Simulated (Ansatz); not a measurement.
**C2H6ClNSi: up Jacob's ladder to CCSD(T)**

Aim: compute C2H6ClNSi with functionals from several rungs and with coupled cluster, and see how far each lands from CCSD(T) at the basis-set limit for the atomisation energy.

Method: functionals in def2-TZVPP, the program's frozen cores in correlated methods; program: Ansatz 0.2.0, Gaussian basis.

Plan: LDA (SPW92), PBE-D4, revPBE-D4, BLYP-D4, r2SCAN-D4, B97M-V, PBE0-D4, B3LYP-D4, r2SCANh-D4, r2SCAN0-D4, HSE06-D4, BHLYP-D4, CAM-B3LYP-D4, LC-ωPBE, ωB97X-V, ωB97M-V, B2PLYP, PBE-QIDH; CCSD(T)/def2-SVP; CCSD(T)/def2-TZVPP; MP2/def2-QZVPP; extrapolation to the limit; RPA on PBE.

## Step 1: The geometry

The geometry comes from an earlier relaxation with PBE0-D4 in a triple-zeta def2 set; it is a stationary point, not always the lowest conformer.

11 atoms, charge 0, spin multiplicity 1.

Atoms are counted from 1 here; the program's logs count them from 0.

Bond lengths: C1–Si2 1.850 Å, C1–H6 1.092 Å, C1–H7 1.092 Å, C1–H8 1.092 Å, Si2–Cl3 2.046 Å, Si2–C4 1.820 Å, Si2–N5 1.693 Å, C4–N5 1.508 Å, C4–H9 1.088 Å, C4–H10 1.091 Å, N5–H11 1.007 Å. Angles: Si2–C1–H6 110.8°, Si2–C1–H7 110.4°, Si2–C1–H8 109.9°, H6–C1–H7 108.0°, H6–C1–H8 108.9°, H7–C1–H8 108.8°, C1–Si2–Cl3 109.5°, C1–Si2–C4 123.4°, C1–Si2–N5 123.7°, Cl3–Si2–C4 122.3°, Cl3–Si2–N5 116.0°, C4–Si2–N5 50.7°, Si2–C4–N5 60.3°, Si2–C4–H9 124.3°, Si2–C4–H10 118.1°, N5–C4–H9 114.0°, N5–C4–H10 116.8°, H9–C4–H10 112.6° and more.

## Step 2: LDA

This LDA is Slater exchange with PW92 correlation.

Input file in.yaml:

```yaml
crystal:
  periodic: [false, false, false]
  atoms:
    - {symbol: C, position_ang: [-1.136792, -1.026524, 0.715630]}
    - {symbol: Si, position_ang: [0.466462, -0.181548, 0.344756]}
    - {symbol: Cl, position_ang: [1.894514, -0.821373, 1.662396]}
    - {symbol: C, position_ang: [0.578885, 1.421303, -0.509544]}
    - {symbol: N, position_ang: [1.004615, 0.163485, -1.223400]}
    - {symbol: H, position_ang: [-1.439050, -0.846837, 1.749198]}
    - {symbol: H, position_ang: [-1.040714, -2.105503, 0.574736]}
    - {symbol: H, position_ang: [-1.916227, -0.652203, 0.048786]}
    - {symbol: H, position_ang: [1.381651, 2.139933, -0.361890]}
    - {symbol: H, position_ang: [-0.346586, 1.889046, -0.848380]}
    - {symbol: H, position_ang: [0.618742, -0.036680, -2.131686]}
basis:
  gaussian: {orbitals: def2-TZVPP}
hamiltonian: {xc: lda}
output: {orbitals: {seedname: orbitals}}
```

After this run come: PBE-D4 (GGA); revPBE-D4 (GGA); BLYP-D4 (GGA); r2SCAN-D4 (meta-GGA); B97M-V (meta-GGA); PBE0-D4 (hybrid); B3LYP-D4 (hybrid); r2SCANh-D4 (hybrid); r2SCAN0-D4 (hybrid); HSE06-D4 (hybrid); BHLYP-D4 (hybrid); CAM-B3LYP-D4 (range-separated); LC-ωPBE (range-separated); ωB97X-V (range-separated); ωB97M-V (range-separated); B2PLYP (double hybrid); PBE-QIDH (double hybrid); CCSD(T) in def2-SVP; CCSD(T) in def2-TZVPP; MP2 in def2-QZVPP; RPA on PBE orbitals.

**Question.** What will the summary of the whole plan be? Wanted: atomisation energy, CCSD(T)/CBS; farthest beyond LDA; mean size of error, GGA; mean size of error, meta-GGA; mean size of error, hybrid; mean size of error, range-separated; mean size of error, double hybrid; gap, smallest and largest; T1 diagnostic.

As calculated:

```
                               quantity                                                                                 value
        atomisation energy, CCSD(T)/CBS                                                                             41.994 eV
    functionals within 0.210 eV (0.5 %)  revPBE-D4, BLYP-D4, r2SCAN-D4, B3LYP-D4, r2SCANh-D4, CAM-B3LYP-D4, LC-ωPBE, PBE-QIDH
                    farthest beyond LDA                                                                  BHLYP-D4 (-1.170 eV)
                mean size of error, GGA                                                                              0.385 eV
           mean size of error, meta-GGA                                                                              0.215 eV
             mean size of error, hybrid                                                                              0.377 eV
    mean size of error, range-separated                                                                              0.173 eV
      mean size of error, double hybrid                                                                              0.314 eV
              gap, smallest and largest                                                 5.16 eV (BLYP-D4), 12.41 eV (LC-ωPBE)
                          T1 diagnostic                                                                                0.0104
triples share of the correlation energy                                                                                 4.1 %
```

**Reading.** LDA overbinds by 6.105 eV (15 %). PBE-D4 is off by +0.942 eV. Double hybrids carry the basis error of their MP2 part in triple zeta, and no dispersion term here, so their miss is partly the set-up's. By mean error the best rung here is range-separated (0.173 eV) and the worst beyond LDA is GGA (0.385 eV). The gap between the best rungs is small, so their order is not settled. The reference freezes the cores and leaves out relativity and excitations past (T), so misses under about 0.210 eV can't be ranked. Hartree-Fock recovers 72 % of the binding; the rest is correlation. CCSD(T) in def2-SVP is off by -2.910 eV, more than most functionals: a good method in a small basis is no reference. The gap grows from 5.2 to 12.4 eV across the functionals, mostly with the share of exact exchange.
